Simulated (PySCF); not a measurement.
# CH10OSi4: the cost of one run

Programs: PySCF 2.14.0, with routines of our own; each step states its level. All values are computed. Atoms count from 0.

## (1) The system as given

16 atoms, charge 0, multiplicity 1; geometry from: GFN2-xTB.

## (2) Magnetic properties: GIAO HF/pcSseg-1

Job settings and geometry (Å):

```
{"job": {"kind": "mag", "xc": "HF", "basis": "pcSseg-1", "isotopologues": 2}, "charge": 0, "multiplicity": 1}
Si     2.078038     0.311298     0.738328
C      0.282683     0.845038     0.411741
Si    -0.112222     0.888071    -1.459735
O     -0.927115    -0.496576    -1.731825
Si    -1.642864    -1.497719    -0.638346
Si    -1.001960    -0.323793     1.243653
H      3.006351     1.231463     0.070256
H      2.356526     0.348080     2.178752
H      2.312225    -1.050064     0.248169
H      0.180102     1.853569     0.818227
H     -1.013422     1.991171    -1.799892
H      1.045084     0.812495    -2.344098
H     -3.055388    -1.508631    -1.028523
H     -1.054164    -2.809556    -0.921571
H     -0.392029    -1.078848     2.350036
H     -2.069446     0.492946     1.853417
```

Method: GIAO HF/pcSseg-1 magnetisability, rotational g tensor and spin-rotation constants, non-relativistic, gas phase.

The run is started by

```console
$ OMP_NUM_THREADS=1 python excited_run.py task.json out
```

One launch serves the whole session: the jobs run in the order shown.

Q: Estimate the wall time and peak memory of this first job on 1 thread of Arm Neoverse V1, shared host.

About 18 s, with a peak of 0.85 GiB.
